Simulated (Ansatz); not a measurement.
# Ga4Cu3C4Cl16O4: the cost of one run

Method: DFT LDA, plane waves, PAW, scalar-relativistic, no spin polarisation, in Ansatz 0.2.0.

### Step 1. The structure to begin with

The cell holds 31 atoms (C4Cl16Cu3Ga4O4): a = 10.387 Å, b = 9.640 Å, c = 8.935 Å, α = 82.00°, β = 110.17°, γ = 88.85°.

Its coordinates follow in the input file.

### Step 2. Run 1

210 steps of 1 fs under a Langevin thermostat at 1200 K.

input.yaml

```yaml
crystal:
  lattice:
    - [-7.547111, -7.135957, 0.0]
    - [6.481765, -7.135957, 0.0]
    - [3.135677, 1.167808, 8.28436]
  atoms:
    - { symbol: Ga, position: [0.02155, 0.22265, 0.76174] }
    - { symbol: Ga, position: [0.97845, 0.77735, 0.23826] }
    - { symbol: Cu, position: [0.12058, 0.14434, 0.21855] }
    - { symbol: Cu, position: [0.87942, 0.85566, 0.78145] }
    - { symbol: C, position: [0.9681, 0.2573, 0.2157] }
    - { symbol: C, position: [0.0319, 0.7427, 0.7843] }
    - { symbol: Cl, position: [0.65695, 0.58437, 0.9805] }
    - { symbol: Cl, position: [0.34305, 0.41563, 0.0195] }
    - { symbol: Cl, position: [0.621105, 0.409705, 0.38395] }
    - { symbol: Cl, position: [0.378895, 0.590295, 0.61605] }
    - { symbol: Cl, position: [0.8507, 0.69429, 0.37853] }
    - { symbol: Cl, position: [0.1493, 0.30571, 0.62147] }
    - { symbol: Cl, position: [0.91672, 0.38829, 0.8196] }
    - { symbol: Cl, position: [0.08328, 0.61171, 0.1804] }
    - { symbol: O, position: [0.87695, 0.31845, 0.2211] }
    - { symbol: O, position: [0.12305, 0.68155, 0.7789] }
    - { symbol: Ga, position: [0.52155, 0.72265, 0.76174] }
    - { symbol: Ga, position: [0.47845, 0.27735, 0.23826] }
    - { symbol: Cu, position: [0.37942, 0.35566, 0.78145] }
    - { symbol: C, position: [0.4681, 0.7573, 0.2157] }
    - { symbol: C, position: [0.5319, 0.2427, 0.7843] }
    - { symbol: Cl, position: [0.15695, 0.08437, 0.9805] }
    - { symbol: Cl, position: [0.84305, 0.91563, 0.0195] }
    - { symbol: Cl, position: [0.121105, 0.909705, 0.38395] }
    - { symbol: Cl, position: [0.878895, 0.090295, 0.61605] }
    - { symbol: Cl, position: [0.3507, 0.19429, 0.37853] }
    - { symbol: Cl, position: [0.6493, 0.80571, 0.62147] }
    - { symbol: Cl, position: [0.41672, 0.88829, 0.8196] }
    - { symbol: Cl, position: [0.58328, 0.11171, 0.1804] }
    - { symbol: O, position: [0.37695, 0.81845, 0.2211] }
    - { symbol: O, position: [0.62305, 0.18155, 0.7789] }
basis:
  ecutwfc: 420.0
kpoints:
  mp_grid: { grid: [1, 1, 1] }
hamiltonian:
  xc: lda
scf:
  occupations: { method: fermi_dirac, width: 0.05 }
  lower_state_search: "off"
md:
  timestep: 1
  n_steps: 210
  ensemble: nvt_langevin
  temperature: 1200.0
  initial_velocities: maxwell_boltzmann
  seed: 798259
  friction: 0.05
```

The run is started by

```sh
$ ansatz run input.yaml --threads 2 --pin off --max-ram 5120MiB --backend cpu --events-out ev --progress --plain --runs-dir out
```

Q: Estimate wall time and peak memory on 2 threads of Arm Neoverse V2, shared host.

About 18 min, with a peak of 0.86 GiB.
